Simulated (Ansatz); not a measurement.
# BiSb4: the cost of one run

Program: Ansatz 0.2.0. Level of theory: DFT PBE, scalar-relativistic, plane waves, PAW, unless a step names another level. These are calculated values, not measurements.

7 further runs of the same task are left out: 7 set aside as unsound or not needed. Runs told in other sessions of the task aren't counted.

## 1. What the formula suggests

Pauling electronegativities: Bi 2.02, Sb 2.05 (spread 0.03). No set of common oxidation states balances it. Tabulated atomic sizes suggest about 29 Å³/atom. 26 candidates were drawn, by swapping species into database cells of other compounds, at random by space group and Wyckoff sites, or by hand, as the table says:

```
name               made from  space group no.              Wyckoff sites  atoms (primitive cell)  V (Å³/atom)
 c01                  random              139           Sb 4c, 4d; Bi 2a                       5         34.2
 c02                  random              194           Sb 2a, 6h; Bi 2c                      10         28.9
 c03                  random              221           Sb 3c, 1b; Bi 1a                       5         31.0
 c04                  random               65           Sb 4f, 4h; Bi 2d                       5         34.4
 c05                  random              217               Sb 8c; Bi 2a                       5         32.4
 c06                  random              191               Sb 4h; Bi 1a                       5         35.0
 c07                  random              107               Sb 8c; Bi 2a                       5         32.5
 c08  database cell of HoAu4               87               Sb 8h; Bi 2a                       5         26.6
 c09                  random              191           Sb 2c, 2e; Bi 1a                       5         30.1
 c10                  random              166           Sb 6c, 6c; Bi 3b                       5         29.5
 c11  database cell of NbTe4              124               Sb 8m; Bi 2a                      10         29.9
 c12   database cell of SnI4              215               Sb 4e; Bi 1a                       5         33.1
 c13                  random              189           Sb 1b, 3g; Bi 1a                       5         36.4
 c14                  random               38               Sb 8f; Bi 2b                       5         36.8
 c15                  random               99       Sb 1b, 2c, 1b; Bi 1a                       5         36.4
 c16                  random              216              Sb 16e; Bi 4b                       5         35.8
 c17                  random              221           Sb 1a, 3c; Bi 1b                       5         30.6
 c18                  random              216  Sb 24f, 4d, 4a; Bi 4c, 4b                      10         28.9
 c19  database cell of OsCl4               65           Sb 4g, 4j; Bi 2a                       5         29.3
 c20  database cell of Tl4Sn              166           Sb 6c, 6c; Bi 3a                       5         28.4
 c21                  random              123               Sb 4i; Bi 1a                       5         30.8
 c22                  random              160           Sb 9b, 3a; Bi 3a                       5         34.7
 c23                  random              107       Sb 2a, 4b, 2a; Bi 2a                       5         31.6
 c24                  random              191           Sb 3g, 1a; Bi 1b                       5         36.0
 c25                  random              139               Sb 8h; Bi 2a                       5         32.5
 c26                  random              229               Sb 8c; Bi 2a                       5         29.0
```

## 2. Screening run of c10

input.yaml

```yaml
crystal:
  lattice:
    - [2.54798866, 1.47108194, 6.56552212]
    - [-2.54798866, 1.47108194, 6.56552212]
    - [0.0, -2.94216388, 6.56552212]
  atoms:
    - { symbol: Sb, position: [0.19921985, 0.19921985, 0.19921985] }
    - { symbol: Sb, position: [0.80078015, 0.80078015, 0.80078015] }
    - { symbol: Sb, position: [0.65318365, 0.65318365, 0.65318365] }
    - { symbol: Sb, position: [0.34681635, 0.34681635, 0.34681635] }
    - { symbol: Bi, position: [0.5, 0.5, 0.5] }
basis:
  ecutwfc: 420
kpoints:
  mp_grid: { grid: [4, 4, 4] }
hamiltonian:
  xc: pbe
scf:
  occupations: { method: gaussian, width: 0.2 }
  lower_state_search: "off"
output:
  forces: true
  stress: true
  eigenvalues: true
relax:
  adjacent_minimum: "off"
  f_tol: 0.08
  max_steps: 16
  cell: { stress_tol: 0.8 }
```

Started as:

```sh
$ ansatz run input.yaml --threads 1 --pin off --max-ram 2560MiB --backend cpu --events-out ev --progress --plain --runs-dir out
```

Q: Estimate wall time and peak memory on 1 thread of Arm Neoverse V2, shared host.

About 45 s, with a peak of 0.56 GiB.
